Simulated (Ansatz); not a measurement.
## Molecular dynamics of Na$_{7}$Fe$_{4}$O$_{12}$, charge -1

Input file:

```yaml
accuracy: low
crystal:
  lattice:
    - [0.840606, 4.643518, 5.419882]
    - [0.840606, -4.643518, 5.419882]
    - [5.348796, 0.0, 0.0]
  atoms:
    - { symbol: Na, position: [0.2624028, 0.25550012, 0.71297037] }
    - { symbol: Na, position: [0.68014786, 0.3088668, 0.43546768] }
    - { symbol: Na, position: [0.29380504, 0.67443928, 0.51549374] }
    - { symbol: Fe, position: [0.44135409, 0.07065187, 0.30984162], spin: 2.5 }
    - { symbol: Fe, position: [0.09337864, 0.40909809, 0.26251858], spin: 2.5 }
    - { symbol: O, position: [0.11450415, 0.18493024, 0.13756851] }
    - { symbol: O, position: [0.39294351, 0.35123675, 0.32610112] }
    - { symbol: O, position: [0.15143677, 0.54025123, 0.93768813] }
    - { symbol: O, position: [0.53135956, 0.14149334, 0.94067324] }
    - { symbol: O, position: [0.35857986, 0.96091304, 0.60841586] }
    - { symbol: O, position: [0.960409, 0.35873576, 0.60976343] }
    - { symbol: Na, position: [0.48995182, 0.51168163, -0.04835061] }
    - { symbol: Na, position: [0.7476308, 0.75042446, 0.23918789] }
    - { symbol: Na, position: [0.13685765, 0.83186967, 0.104355] }
    - { symbol: Na, position: [0.84771543, 0.15369011, -0.14275088] }
    - { symbol: Fe, position: [0.91476332, 0.5949716, 0.73191533], spin: 2.5 }
    - { symbol: Fe, position: [0.58116573, 0.9187641, 0.77335554], spin: 2.5 }
    - { symbol: O, position: [0.65933421, 0.65532209, 0.62615196] }
    - { symbol: O, position: [0.82822351, 0.85798119, 0.8289823] }
    - { symbol: O, position: [0.64735874, 0.02971845, 0.46889988] }
    - { symbol: O, position: [0.04231032, 0.63957835, 0.41358945] }
    - { symbol: O, position: [0.81276265, 0.47842914, 0.03034551] }
    - { symbol: O, position: [0.45336886, 0.84358788, 0.06470959] }
magnetization:
  spin_polarized: true
total_charge: -1
basis:
  ecutwfc: 420.0
kpoints:
  mp_grid: { grid: [1, 1, 2] }
hamiltonian:
  xc: pbesol
scf:
  occupations: { method: fermi_dirac, width: 0.05 }
  lower_state_search: "off"
md:
  timestep: 1
  n_steps: 80
  ensemble: nve
  temperature: 1120.0
  initial_velocities: maxwell_boltzmann
  seed: 119001
```

Run as:

```bash
$ ansatz run input.yaml --threads 1 --pin off --max-ram 3072MiB --backend cpu --events-out ev --progress --plain --runs-dir out
```

It goes on from the last frame of an earlier run, with new velocities.

Output, in part (step lines):

```
md step     0: t =     0.00 fs  T =  1120.0 K  F+E_penalty+E_count = -34848.50902472 eV  E_kin = 3.184966 eV  conserved = -34845.32405835 eV  (43 SCF iters)
md step     1: t =     1.00 fs  T =  1125.5 K  F+E_penalty+E_count = -34848.52486045 eV  E_kin = 3.200743 eV  conserved = -34845.32411745 eV  (23 SCF iters)
md step     2: t =     2.00 fs  T =  1128.5 K  F+E_penalty+E_count = -34848.53326292 eV  E_kin = 3.209121 eV  conserved = -34845.32414145 eV  (23 SCF iters)
md step     3: t =     3.00 fs  T =  1128.8 K  F+E_penalty+E_count = -34848.53421790 eV  E_kin = 3.210095 eV  conserved = -34845.32412284 eV  (22 SCF iters)
md step     4: t =     4.00 fs  T =  1126.8 K  F+E_penalty+E_count = -34848.52833757 eV  E_kin = 3.204279 eV  conserved = -34845.32405846 eV  (21 SCF iters)
md step     5: t =     5.00 fs  T =  1122.8 K  F+E_penalty+E_count = -34848.51690487 eV  E_kin = 3.192953 eV  conserved = -34845.32395184 eV  (22 SCF iters)
md step     6: t =     6.00 fs  T =  1117.6 K  F+E_penalty+E_count = -34848.50183006 eV  E_kin = 3.178019 eV  conserved = -34845.32381063 eV  (21 SCF iters)
md step     7: t =     7.00 fs  T =  1111.9 K  F+E_penalty+E_count = -34848.48549668 eV  E_kin = 3.161844 eV  conserved = -34845.32365315 eV  (21 SCF iters)
[... lines left out ...]
```

The steps, from the saved trajectory:

| time (fs) | T (K) | potential energy less start (eV) | conserved less start (meV/atom) |
| --- | --- | --- | --- |
| 0.0 | 1120 | 0.000 | 0.00 |
| 2.0 | 1128 | -0.024 | 0.00 |
| 4.0 | 1127 | -0.019 | 0.00 |
| 6.0 | 1118 | 0.007 | 0.01 |
| 8.0 | 1107 | 0.039 | 0.02 |
| 10.0 | 1101 | 0.055 | 0.03 |
| 12.0 | 1111 | 0.027 | 0.03 |
| 14.0 | 1126 | -0.018 | 0.02 |
| 16.0 | 1143 | -0.066 | 0.01 |
| 18.0 | 1157 | -0.104 | 0.01 |
| 20.0 | 1166 | -0.130 | 0.01 |
| 22.0 | 1173 | -0.150 | 0.02 |
| 24.0 | 1180 | -0.171 | 0.02 |
| 26.0 | 1188 | -0.194 | 0.02 |
| 28.0 | 1194 | -0.210 | 0.01 |
| 30.0 | 1194 | -0.210 | 0.01 |
| 32.0 | 1186 | -0.186 | 0.01 |
| 34.0 | 1168 | -0.138 | 0.01 |
| 36.0 | 1144 | -0.067 | 0.02 |
| 38.0 | 1113 | 0.022 | 0.02 |
| 40.0 | 1077 | 0.123 | 0.02 |
| 42.0 | 1038 | 0.235 | 0.02 |
| 44.0 | 996 | 0.353 | 0.02 |
| 46.0 | 954 | 0.473 | 0.03 |
| 48.0 | 913 | 0.590 | 0.03 |
| 50.0 | 873 | 0.702 | 0.03 |
| 52.0 | 836 | 0.808 | 0.03 |
| 54.0 | 801 | 0.907 | 0.03 |
| 56.0 | 767 | 1.003 | 0.02 |
| 58.0 | 736 | 1.093 | 0.03 |
| 60.0 | 708 | 1.172 | 0.03 |
| 62.0 | 689 | 1.227 | 0.04 |
| 64.0 | 683 | 1.243 | 0.05 |
| 66.0 | 696 | 1.207 | 0.06 |
| 68.0 | 730 | 1.110 | 0.05 |
| 70.0 | 785 | 0.954 | 0.05 |
| 72.0 | 856 | 0.751 | 0.03 |
| 74.0 | 938 | 0.518 | 0.02 |
| 76.0 | 1024 | 0.274 | 0.01 |
| 78.0 | 1106 | 0.039 | 0.00 |
| 80.0 | 1180 | -0.170 | -0.01 |

All steps were run. The conserved energy stayed within 0.056 meV per atom of its start (net change -0.009 meV per atom), so the integration is sound. A run of 0.08 ps of so small a system gives no equilibrium averages. No Hubbard correction was used and the magnetic state wasn't searched. Limits of this set-up: coarse k mesh, low accuracy level, charged cell in a uniform background, uncorrected.

Mean squared displacements from the first frame to the last, about the centre of mass: Na 0.20 Å², Fe 0.11 Å², O 0.08 Å².

Last frame:

```xyz
23
Lattice="0.8406 4.6435 5.4199 0.8406 -4.6435 5.4199 5.3488 0.0000 0.0000" Properties=species:S:1:pos:R:3
Na 4.538 -0.058 2.782
Na 3.065 1.643 5.691
Na 3.711 -1.572 5.340
Fe 1.772 1.592 2.680
Fe 2.057 -1.378 3.012
O 1.215 0.071 1.662
O 2.481 0.167 4.175
O 5.769 -1.754 3.675
O 5.435 1.853 3.687
O 4.400 -3.015 7.103
O 4.144 3.135 7.220
Na 0.867 -0.011 5.202
Na 2.670 0.093 8.205
Na 0.692 -3.308 5.779
Na 0.508 3.354 5.451
Fe 5.225 1.297 7.868
Fe 5.208 -1.605 8.096
O 4.649 -0.029 6.817
O 5.721 -0.018 9.024
O 2.738 2.925 3.593
O 2.994 -2.836 3.664
O 1.200 1.484 6.715
O 1.491 -1.854 7.051
```

Run time: 22 min on 1 thread of Arm Neoverse V2, on a shared host, peak memory 0.89 GiB.
